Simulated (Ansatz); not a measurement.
# SbS2NCl6: a short molecular-dynamics run

What does SbS2NCl6 do over 60 steps of 0.5 fs under a Langevin thermostat and barostat at 2000 K and 0 GPa? The cell is a randomly packed cell of 10 atoms, taken as it stands, without a relaxation.

Program: Ansatz 0.2.0. Level of theory: DFT PBE, plane waves, PAW, scalar-relativistic, no spin polarisation. These are calculated values, not measurements.

### Step 1. The system as given

The cell holds 10 atoms (Cl6NS2Sb): a = 5.938 Å, b = 6.754 Å, c = 7.065 Å, α = 92.91°, β = 97.71°, γ = 79.21°.

Coordinates:

```xyz
10
Lattice="5.8808 0.4581 -0.6855 0.7928 6.6993 0.3295 -0.0837 -0.6977 7.0303" Properties=species:S:1:pos:R:3 pbc="T T T"
N     6.1085    2.8922    0.2772
S     3.1231    6.1606    2.9715
S     4.1244    3.7278    4.5460
Cl    3.0674    5.6877    6.7818
Cl    6.2166    5.9966    3.3635
Sb    1.1549    2.3251    3.8960
Cl    2.4983    2.7176    6.9109
Cl    6.3810    5.8096    0.2511
Cl    4.4574    0.8339    5.4566
Cl    4.1434    1.7945    1.9001
```

### Step 2. Dynamics

input.yaml reads:

```yaml
crystal:
  lattice:
    - [5.880847, 0.458134, -0.68545]
    - [0.792772, 6.69925, 0.329465]
    - [-0.083666, -0.697728, 7.030256]
  atoms:
    - { symbol: "N", position: [0.989655, 0.376364, 0.118287] }
    - { symbol: S, position: [0.410967, 0.935116, 0.418918] }
    - { symbol: S, position: [0.632272, 0.584123, 0.680909] }
    - { symbol: Cl, position: [0.411108, 0.921037, 0.96158] }
    - { symbol: Cl, position: [0.94523, 0.885586, 0.529092] }
    - { symbol: Sb, position: [0.151099, 0.39407, 0.550436] }
    - { symbol: Cl, position: [0.373773, 0.48392, 0.996792] }
    - { symbol: Cl, position: [0.977175, 0.81006, 0.093028] }
    - { symbol: Cl, position: [0.748229, 0.160952, 0.841574] }
    - { symbol: Cl, position: [0.674737, 0.255479, 0.324088] }
kpoints:
  mp_grid: { grid: [3, 2, 2] }
magnetization:
  spin_polarized: false
scf:
  occupations: { method: fermi_dirac, width: 0.05 }
hamiltonian:
  pseudopotentials: { kind: paw }
  xc: pbe
basis:
  ecutwfc: 420
md:
  timestep: 0.5
  n_steps: 60
  ensemble: npt_langevin
  temperature: 2000.0
  initial_velocities: maxwell_boltzmann
  seed: 739640
  pressure: 0.0
```

Launch:

```bash
$ ansatz run input.yaml --threads 2 --pin off --max-ram 2560MiB --backend cpu --events-out ev --progress --plain --runs-dir out
```

Q: Predict the outcome of this session. Wanted: temperature, first and last step; temperature, second half; potential energy, second half; largest change of the conserved energy; volume, first and last step; mean square displacement, second half.

**Answer**, as computed:

| quantity | value |
| --- | --- |
| length | 60 steps of 0.5 fs |
| temperature, first and last step | 1800 and 3432 K |
| temperature, second half | mean 2553 K, from 1985 to 3432 K |
| potential energy, second half | -242 meV/atom from the start |
| largest change of the conserved energy | 0.05 meV/atom |
| volume, first and last step | 27.58 and 25.41 Å³/atom |
| mean square displacement, second half | N 0.439, S 0.069, Cl 0.038, Sb 0.026 Å² |

**Reading.** Against a set 2000 K the second half averages 2553 K, going from 1985 to 3432 K over that half. The conserved energy strays from its start by at most 0.05 meV/atom, under 0.1 % of the mean kinetic energy, which is good for a step of 0.5 fs. Over the second half N atoms stand 0.7 Å (root mean square) from where they began, and the farthest move is 1.0 Å. The volume changes by -7.8 % from first to last step, and is still moving at the end, so it is no equilibrium value. 30 fs on 10 atoms is far too short and small for converged averages. The k-mesh is coarse.
